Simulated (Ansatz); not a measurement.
# BH₄NOSi: up Jacob's ladder to CCSD(T)

How much do the methods differ for BH₄NOSi? The plan is to run it at one geometry with functionals of several rungs and with coupled cluster. The yardstick is the atomisation energy at the CCSD(T) limit.

Program: Ansatz 0.2.0, Gaussian basis. Level of theory: functionals in def2-TZVPP, the program's frozen cores in correlated methods. These are calculated values, not measurements.

Levels to be run: LDA (SPW92), PBE-D4, revPBE-D4, BLYP-D4, r2SCAN-D4, B97M-V, PBE0-D4, B3LYP-D4, r2SCANh-D4, r2SCAN0-D4, HSE06-D4, BHLYP-D4, CAM-B3LYP-D4, LC-ωPBE, ωB97X-V, ωB97M-V, B2PLYP, PBE-QIDH; CCSD(T)/def2-SVP; CCSD(T)/def2-TZVPP; MP2/def2-QZVPP; extrapolation to the limit; RPA on PBE.

### Step 1. The geometry

The geometry comes from an earlier relaxation with PBE0-D4 in a triple-zeta def2 set; it is a stationary point, not always the lowest conformer.

8 atoms, charge 0, spin multiplicity 1.

Atoms are counted from 1 here; the program's logs count them from 0.

Bond lengths: N1–Si2 1.693 Å, N1–H5 1.006 Å, N1–H6 1.005 Å, Si2–B3 1.889 Å, Si2–O4 1.750 Å, Si2–H7 1.478 Å, B3–O4 1.347 Å, B3–H8 1.192 Å. Angles: Si2–N1–H5 122.7°, Si2–N1–H6 123.1°, H5–N1–H6 112.8°, N1–Si2–B3 126.9°, N1–Si2–O4 118.9°, N1–Si2–H7 107.1°, B3–Si2–O4 43.2°, B3–Si2–H7 125.8°, O4–Si2–H7 108.9°, Si2–B3–O4 62.9°, Si2–B3–H8 166.9°, O4–B3–H8 130.1°, Si2–O4–B3 73.9°.

### Step 2. LDA

This LDA is Slater exchange with PW92 correlation.

File in.yaml:

```yaml
crystal:
  periodic: [false, false, false]
  atoms:
    - {symbol: N, position_ang: [-0.994905, 1.113000, 0.227217]}
    - {symbol: Si, position_ang: [0.459573, 0.251172, 0.136415]}
    - {symbol: B, position_ang: [0.785688, -1.320883, -0.859131]}
    - {symbol: O, position_ang: [0.439798, -1.473508, 0.434157]}
    - {symbol: H, position_ang: [-1.260651, 1.645899, 1.038180]}
    - {symbol: H, position_ang: [-1.755249, 0.977169, -0.416225]}
    - {symbol: H, position_ang: [1.402431, 0.889136, 1.078515]}
    - {symbol: H, position_ang: [1.015617, -2.139186, -1.694928]}
basis:
  gaussian: {orbitals: def2-TZVPP}
hamiltonian: {xc: lda}
output: {orbitals: {seedname: orbitals}}
```

Launch:

```console
$ ansatz run in.yaml --threads 2 --pin off --events-out ev --progress --plain --max-ram 4352MiB
```

Further steps of the session: PBE-D4 (GGA); revPBE-D4 (GGA); BLYP-D4 (GGA); r2SCAN-D4 (meta-GGA); B97M-V (meta-GGA); B3LYP-D4 (hybrid); r2SCANh-D4 (hybrid); r2SCAN0-D4 (hybrid); HSE06-D4 (hybrid); BHLYP-D4 (hybrid); CAM-B3LYP-D4 (range-separated); LC-ωPBE (range-separated); ωB97X-V (range-separated); ωB97M-V (range-separated); B2PLYP (double hybrid); PBE-QIDH (double hybrid); CCSD(T) in def2-SVP; CCSD(T) in def2-TZVPP; MP2 in def2-QZVPP; RPA on PBE orbitals.

Before running them: what should the planned runs give, taken together? Wanted: atomisation energy, CCSD(T)/CBS; farthest beyond LDA; mean size of error, GGA; mean size of error, meta-GGA; mean size of error, hybrid; mean size of error, range-separated; mean size of error, double hybrid; gap, smallest and largest; T1 diagnostic.

As calculated:

| quantity | value |
| --- | --- |
| atomisation energy, CCSD(T)/CBS | 2940.5 kJ/mol |
| functionals within 14.7 kJ/mol (0.5 %) | r2SCAN-D4, PBE0-D4, B3LYP-D4, r2SCANh-D4, HSE06-D4, LC-ωPBE |
| farthest beyond LDA | BHLYP-D4 (-95.6 kJ/mol) |
| mean size of error, GGA | 33.5 kJ/mol |
| mean size of error, meta-GGA | 15.4 kJ/mol |
| mean size of error, hybrid | 29.2 kJ/mol |
| mean size of error, range-separated | 17.9 kJ/mol |
| mean size of error, double hybrid | 26.1 kJ/mol |
| gap, smallest and largest | 3.52 eV (LDA (SPW92)), 10.77 eV (LC-ωPBE) |
| T1 diagnostic | 0.0150 |
| triples share of the correlation energy | 4.0 % |

What this shows: The LDA atomisation energy is off by 447.6 kJ/mol (15 %): it overbinds. PBE-D4 is off by +65.1 kJ/mol. Double hybrids carry the basis error of their MP2 part in triple zeta, and no dispersion term here, so their miss is partly the set-up's. By mean error the best rung here is meta-GGA (15.4 kJ/mol) and the worst beyond LDA is GGA (33.5 kJ/mol). The gap between the best rungs is small, so their order is not settled. The reference freezes the cores and leaves out relativity and excitations past (T), so misses under about 14.7 kJ/mol can't be ranked. Hartree-Fock recovers 70 % of the binding; the rest is correlation. CCSD(T) in def2-SVP is off by -225.2 kJ/mol, so the small basis spoils what the method gains. Orbital gaps span 3.5 to 10.8 eV; exact exchange widens them.
